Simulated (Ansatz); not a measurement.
# GeH4O2 (SMILES [OH][GeH2][OH]) at B3LYP/6-31G(d) (spherical functions)

What is the energy change on altering one bond length of GeH4O2 at B3LYP/6-31G* (spherical functions)? 

The calculation is run with Ansatz 0.2.0.

53 further runs of the same task are left out: 53 set aside as unsound or not needed.

### 1 The system as given

GeH4O2 has 7 atoms, charge 0, and is taken as a singlet. SMILES: `[OH][GeH2][OH]`. The coordinates come from a PBE0-D4/def2-TZVP relaxation. This is one conformer, not always the lowest.

Bond lengths: O1–Ge2 1.776 Å, Ge2–O3 1.773 Å, O1–H4 0.959 Å, Ge2–H5 1.543 Å, Ge2–H6 1.525 Å, O3–H7 0.959 Å. Angles: O1–Ge2–O3 110.8°, O1–Ge2–H5 108.6°, O1–Ge2–H6 106.6°, O3–Ge2–H5 109.7°, O3–Ge2–H6 104.9°, Ge2–O1–H4 113.3°, Ge2–O3–H7 113.6°, H5–Ge2–H6 116.1°.

### 2 A single-point energy at B3LYP/6-31G(d) (spherical functions)

Contents of input.yaml:

```yaml
crystal:
  periodic: [false, false, false]
  atoms:
    - {symbol: O, position_ang: [-1.491300, -0.416000, -0.173900]}
    - {symbol: Ge, position_ang: [0.023500, 0.377000, 0.305300]}
    - {symbol: O, position_ang: [1.347400, -0.798900, 0.400600]}
    - {symbol: H, position_ang: [-1.634900, -0.418700, -1.122100]}
    - {symbol: H, position_ang: [0.363400, 1.460500, -0.739100]}
    - {symbol: H, position_ang: [-0.172500, 0.863100, 1.737300]}
    - {symbol: H, position_ang: [1.625600, -1.135200, -0.453800]}
basis:
  gaussian: {orbitals: 6-31G_st_-spherical.json}
accuracy: high
hamiltonian: {xc: {name: B3LYP}}
output: {orbitals: {seedname: orbitals}}
```

The basis set 6-31G* is read from a file made from the Basis Set Exchange's data (not shown).

Launch:

```console
$ ansatz run input.yaml --threads 1 --pin off --max-ram 3480MiB --events-out events.jsonl --progress --plain --runs-dir runs
```

What it wrote:

```text
Warning: RAYON_NUM_THREADS=1 ignored (pool sized by the plan → 1); use --threads N
Functional definition: B3LYP
  name "B3LYP"
  parameter a0 = 0.2
  parameter ax = 0.72
  parameter ac = 0.81
  exchange = (1 - a0 - ax)*slater_x + ax*b88_x + a0*exact_x
  correlation = (1 - ac)*vwn_rpa_c + ac*lyp_c
1455 factors; integrals over basis functions are off by at most 4.8e-9 eV
mean field evaluation 1: about -60662.6180 eV, gradient 7.1e1 eV
mean field evaluation 2: about -60639.5558 eV, gradient 1.3e2 eV
mean field evaluation 4: about -60671.1464 eV, gradient 1.5e0 eV
mean field evaluation 8: about -60671.2762 eV, gradient 3.2e-1 eV
mean field evaluation 16: about -60671.2764 eV, gradient 8.1e-6 eV
mean field -60671.27642059 eV, -2229.6282839885 hartree, gradient 4.0e-8 eV, S^2 0.000000; 0 other end points of the search recorded, 0 dependent functions left out
reference -60671.27645868 eV, -2229.6282853881 hartree; 26, 26 occupied and 42, 42 virtual orbitals, 1455 factors
Total energy: -60671.27645868 eV, -2229.6282853881 hartree
```

Wall time 4.8 s (1 thread of Arm Neoverse V2, shared host); peak memory 0.2 GiB.

### 3 The distorted shape, same level

Contents of input.yaml:

```yaml
crystal:
  periodic: [false, false, false]
  atoms:
    - {symbol: O, position_ang: [-1.376424, -0.413840, 0.584632]}
    - {symbol: Ge, position_ang: [0.138376, 0.379160, 1.063832]}
    - {symbol: O, position_ang: [1.462276, -0.796740, 1.159132]}
    - {symbol: H, position_ang: [-1.634900, -0.418700, -1.122100]}
    - {symbol: H, position_ang: [0.478276, 1.462660, 0.019432]}
    - {symbol: H, position_ang: [-0.057624, 0.865260, 2.495832]}
    - {symbol: H, position_ang: [1.740476, -1.133040, 0.304732]}
basis:
  gaussian: {orbitals: 6-31G_st_-spherical.json}
output: {orbitals: {seedname: orbitals}}
magnetization: {spin_polarized: false}
hamiltonian: {xc: {name: B3LYP}}
accuracy: high
```

The basis set 6-31G* is read from a file made from the Basis Set Exchange's data (not shown).

Launch:

```console
$ ansatz run input.yaml --threads 1 --pin off --max-ram 3480MiB --events-out events.jsonl --progress --plain --runs-dir runs
```

What it wrote (excerpt; [...] marks lines left out):

```text
Warning: RAYON_NUM_THREADS=1 ignored (pool sized by the plan → 1); use --threads N
[... 7 set-up lines as earlier in the session ...]
1460 factors; integrals over basis functions are off by at most 4.7e-9 eV
mean field evaluation 1: about -60655.4057 eV, gradient 7.7e1 eV
mean field evaluation 2: about -60594.2425 eV, gradient 1.7e2 eV
mean field evaluation 4: about -60666.1878 eV, gradient 2.6e1 eV
mean field evaluation 8: about -60667.5012 eV, gradient 5.2e-1 eV
mean field evaluation 16: about -60667.6072 eV, gradient 2.8e-4 eV
mean field -60667.60723718 eV, -2229.4934439853 hartree, gradient 7.4e-8 eV, S^2 0.000000; 0 other end points of the search recorded, 0 dependent functions left out
reference -60667.60727723 eV, -2229.4934454571 hartree; 26, 26 occupied and 42, 42 virtual orbitals, 1460 factors
Total energy: -60667.60727723 eV, -2229.4934454571 hartree
```

Wall time 5.1 s (1 thread of Arm Neoverse V2, shared host); peak memory 0.2 GiB.

### 4 Outcome

At B3LYP/6-31G* (spherical functions):

| quantity | value |
| --- | --- |
| first shape: total energy | -2229.62829 Eh |
| first shape: HOMO energy | -8.09 eV |
| first shape: LUMO energy | 0.40 eV |
| first shape: HOMO–LUMO gap | 8.49 eV |
| distorted shape: total energy | -2229.49345 Eh |
| distorted shape: HOMO energy | -7.97 eV |
| distorted shape: LUMO energy | -3.82 eV |
| distorted shape: HOMO–LUMO gap | 4.15 eV |
| energy change with the O1–H4 bond stretched from 0.959 to 1.726 Å | 3.669 eV |

What this shows: With the O1–H4 bond stretched from 0.959 to 1.726 Å the energy rises by 3.67 eV (85 kcal/mol). The first shape isn't relaxed at this level, so the change isn't measured from a minimum. A restricted reference can't describe the breaking bond well at this length.
